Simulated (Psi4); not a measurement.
# U-r2SCAN/aug-cc-pVDZ run of GeNH3 (SMILES [N][GeH3])

What is the energy change on altering one bond length of GeNH3 at U-r2SCAN/aug-cc-pVDZ? 

The calculation is run with Psi4 1.11.

2 further runs of the same task are left out: 1 that didn't finish, 1 set aside as unsound or not needed.

## Step 1: Starting point

The species is GeNH3 (5 atoms), meant as a triplet with charge 0. As SMILES, `[N][GeH3]`. Geometry: a GFN2-xTB relaxation, a rough one for these elements and not checked as a minimum.

Bond lengths: N1–Ge2 1.735 Å, Ge2–H3 1.504 Å, Ge2–H4 1.504 Å, Ge2–H5 1.504 Å. Angles: N1–Ge2–H3 111.9°, N1–Ge2–H4 111.9°, N1–Ge2–H5 111.9°, H3–Ge2–H4 106.9°, H3–Ge2–H5 106.9°, H4–Ge2–H5 106.9°.

## Step 2: Energy and gradient at U-r2SCAN/aug-cc-pVDZ

Contents of calc.dat:

```
memory 1600 mb

molecule {
  0 3
  N     -0.957900     0.020900     1.433700
  Ge     0.005750    -0.000130    -0.008750
  H     -0.726050     0.592710    -1.180850
  H      0.400050    -1.397520    -0.399400
  H      1.278160     0.784040     0.155290
  units angstrom
  symmetry c1
  no_reorient
  no_com
}

set reference uks
set puream true
set e_convergence 1e-09
set d_convergence 1e-08
set scf_type pk
set dft_radial_points 99
set dft_spherical_points 590
set maxiter 200

E, wfn = gradient('r2scan/aug-cc-pVDZ', return_wfn=True)
oeprop(wfn, 'MAYER_INDICES', 'QUADRUPOLE', 'WIBERG_LOWDIN_INDICES', title='R2SCAN')
print_variables()
```

The run is started by

```console
$ psi4 -i calc.dat -o calc.out -n 1
```

calc.out:

```text
[...]
  Running in c1 symmetry.
[...]
  Nuclear repulsion =  106.905912377273552
[...]
  Multiplicity = 3
[...]
  Nalpha       = 22
  Nbeta        = 20
[...]
    Number of basis functions: 86
[...]
   @UKS iter   1: -2132.53969281044010   -2.57735e+00   1.52800e-02 DIIS/ADIIS
[...]
   @UKS iter  12: -2133.34946469875376   -1.27329e-11   5.27045e-09 DIIS
[...]
   @S^2 Observed:                2.013151237E+00
[...]
    Orbital Energies [Eh]
    ---------------------
    Alpha Occupied:
       1A   -398.213977     2A    -49.654481     3A    -44.145014
       4A    -44.145014     5A    -44.144613     6A    -14.242447
       7A     -6.198350     8A     -4.349289     9A     -4.348193
      10A     -4.348192    11A     -1.163704    12A     -1.158427
      13A     -1.158427    14A     -1.154648    15A     -1.154647
      16A     -0.803808    17A     -0.518703    18A     -0.366542
      19A     -0.366520    20A     -0.313489    21A     -0.287843
      22A     -0.287829
    Alpha Virtual:
      23A     -0.000988    24A      0.011170    25A      0.034272
[...]
  @UKS Final Energy: -2133.34946469875376
   => Energetics <=
    Nuclear Repulsion Energy =            106.9059123772735518
    One-Electron Energy =               -3182.3083276573233888
    Two-Electron Energy =                1029.0066105969331147
    DFT Exchange-Correlation Energy =     -86.9536600156368849
    Empirical Dispersion Energy =           0.0000000000000000
    VV10 Nonlocal Energy =                  0.0000000000000000
    Total Energy =                      -2133.3494646987537635
[...]
  -Total Gradient:
     Atom            X                  Y                   Z
    ------   -----------------  -----------------  -----------------
       1        0.043498538295    -0.000949416764    -0.065110162930
       2       -0.039969342048     0.000865991989     0.059802968856
       3        0.009163822725    -0.005900858518     0.008722555083
       4       -0.001969929211     0.013791325767     0.000997762308
       5       -0.010664031296    -0.007805559041    -0.004504022280
[...]
 Multipole Moments:
 ------------------------------------------------------------------------------------
     Multipole            Electronic (a.u.)      Nuclear  (a.u.)        Total (a.u.)
 ------------------------------------------------------------------------------------
 L = 1.  Multiply by 2.5417464519 to convert [e a0] to [Debye]
 Dipole X            :         10.8758921          -10.5241494            0.3517428
 Dipole Y            :         -0.2370268            0.2293561           -0.0076708
 Dipole Z            :        -16.2699028           15.7431950           -0.5267078
 Magnitude           :                                                    0.6334058
 L = 2.  Multiply by 1.3450342976 to convert [e a0^2] to [Debye ang]
 Quadrupole XX       :        -50.5537523           31.2287707          -19.3249815
 Quadrupole XY       :          0.4804880           -0.4551361            0.0253519
[...]
```

Run time: 55 s. Hardware: 1 thread of Intel Xeon 6975P-C (Granite Rapids), shared host; peak memory 1.1 GiB.

## Step 3: The distorted shape: a single-point energy at U-r2SCAN/aug-cc-pVDZ

Contents of calc.py:

```python
import psi4

psi4.set_memory(1600000000)
psi4.set_num_threads(1)
psi4.core.set_output_file('psi4.out', False)

mol = psi4.geometry("""
0 3
N     -1.11871598    -0.52065923     3.81677812
Ge     0.70231860    -0.56040017     1.09094267
H     -1.37203565     1.12005957    -2.23148309
H      1.44743761    -3.20108456     0.35272116
H      3.10682502     0.92146636     1.40093334
units bohr
symmetry c1
no_reorient
no_com
""")

options = {'reference': 'uks', 'puream': True, 'e_convergence': 1e-09, 'd_convergence': 1e-08, 'scf_type': 'pk', 'dft_radial_points': 99, 'dft_spherical_points': 590, 'maxiter': 200}
psi4.set_options(options)

E, wfn = psi4.energy("r2scan/aug-cc-pVDZ", molecule=mol, return_wfn=True)
psi4.oeprop(wfn, "MAYER_INDICES", "DIPOLE", "WIBERG_LOWDIN_INDICES")
print('E =', round(E, 9))
for k, v in sorted(psi4.core.scalar_variables().items()):
    print(f'{k:45s} {v:18.10f}')
```

The run is started by

```console
$ python calc.py
```

psi4.out:

```text
[...]
  Running in c1 symmetry.
[...]
  Nuclear repulsion =  102.797670026173705
[...]
  Multiplicity = 3
[...]
  Nalpha       = 22
  Nbeta        = 20
[...]
    Number of basis functions: 86
[...]
   @UKS iter   1: -2132.33308682967208   -2.57550e+00   1.51478e-02 DIIS/ADIIS
[...]
   @UKS iter  15: -2133.29242359247701   -3.72893e-11   8.34825e-09 DIIS
[...]
   @S^2 Observed:                2.094207612E+00
[...]
    Orbital Energies [Eh]
    ---------------------
    Alpha Occupied:
       1A   -398.235849     2A    -49.674638     3A    -44.166024
       4A    -44.164871     5A    -44.164483     6A    -14.247569
       7A     -6.216655     8A     -4.368671     9A     -4.366038
      10A     -4.365452    11A     -1.180187    12A     -1.174788
      13A     -1.174599    14A     -1.172458    15A     -1.171559
      16A     -0.802403    17A     -0.505713    18A     -0.372627
      19A     -0.339548    20A     -0.314190    21A     -0.292297
      22A     -0.283165
    Alpha Virtual:
      23A     -0.088941    24A     -0.002174    25A      0.022274
[...]
  @UKS Final Energy: -2133.29242359247701
   => Energetics <=
    Nuclear Repulsion Energy =            102.7976700261737051
    One-Electron Energy =               -3173.5873225829354851
    Two-Electron Energy =                1024.3303356740211711
    DFT Exchange-Correlation Energy =     -86.8331067097366116
    Empirical Dispersion Energy =           0.0000000000000000
    VV10 Nonlocal Energy =                  0.0000000000000000
    Total Energy =                      -2133.2924235924770073
[...]
 Multipole Moments:
 ------------------------------------------------------------------------------------
     Multipole            Electronic (a.u.)      Nuclear  (a.u.)        Total (a.u.)
 ------------------------------------------------------------------------------------
 L = 1.  Multiply by 2.5417464519 to convert [e a0] to [Debye]
 Dipole X            :        -17.2689902           17.8254103            0.5564201
 Dipole Y            :         22.6167648          -22.7369787           -0.1202139
 Dipole Z            :        -61.5578974           61.1497837           -0.4081138
 Magnitude           :                                                    0.7004367
[...]
```

On the terminal:

```text
Memory set to   1.490 GiB by Python driver.
  Threads set to 1 by Python driver.
E = -2133.292423592
CURRENT ENERGY                                  -2133.2924235925
CURRENT REFERENCE ENERGY                        -2133.2924235925
DD SOLVATION ENERGY                                 0.0000000000
DFT FUNCTIONAL TOTAL ENERGY                     -2133.2924235925
DFT TOTAL ENERGY                                -2133.2924235925
DFT VV10 ENERGY                                     0.0000000000
DFT XC ENERGY                                     -86.8331067097
GRID ELECTRONS ALPHA                               22.0000000503
GRID ELECTRONS BETA                                20.0000000655
GRID ELECTRONS TOTAL                               42.0000001158
NUCLEAR REPULSION ENERGY                          102.7976700262
ONE-ELECTRON ENERGY                             -3173.5873225829
PCM POLARIZATION ENERGY                             0.0000000000
PE ENERGY                                           0.0000000000
SCF ITERATION ENERGY                            -2133.2924235925
SCF ITERATIONS                                     15.0000000000
SCF TOTAL ENERGY                                -2133.2924235925
TWO-ELECTRON ENERGY                              1024.3303356740
XC GRID RADIAL POINTS                              99.0000000000
XC GRID SPHERICAL POINTS                          590.0000000000
XC GRID TOTAL POINTS                           283447.0000000000
```

Run time: 50 s. Hardware: 1 thread of Intel Xeon 6975P-C (Granite Rapids), shared host; peak memory 1.1 GiB.

## Step 4: Outcome

At U-r2SCAN/aug-cc-pVDZ:

| quantity | value |
| --- | --- |
| first shape: total energy | -2133.34946 Eh |
| first shape: dipole moment | 1.61 D |
| first shape: HOMO energy (highest over α and β) | -7.52 eV |
| first shape: LUMO energy (lowest over α and β) | -3.96 eV |
| first shape: ⟨S²⟩ | 2.013 |
| first shape: largest force on an atom | 4.027 eV/Å |
| distorted shape: total energy | -2133.29242 Eh |
| distorted shape: dipole moment | 1.78 D |
| distorted shape: HOMO energy (highest over α and β) | -7.31 eV |
| distorted shape: LUMO energy (lowest over α and β) | -4.44 eV |
| distorted shape: ⟨S²⟩ | 2.094 |
| energy change with the Ge2–H3 bond stretched from 1.504 to 2.255 Å | 1.552 eV |

**Reading.** With the Ge2–H3 bond stretched from 1.504 to 2.255 Å the energy rises by 1.55 eV (36 kcal/mol). The first shape isn't relaxed at this level, so the change isn't measured from a minimum. The largest force (first shape) is 4.03 eV/Å: the shape isn't a stationary point for this species at this level.
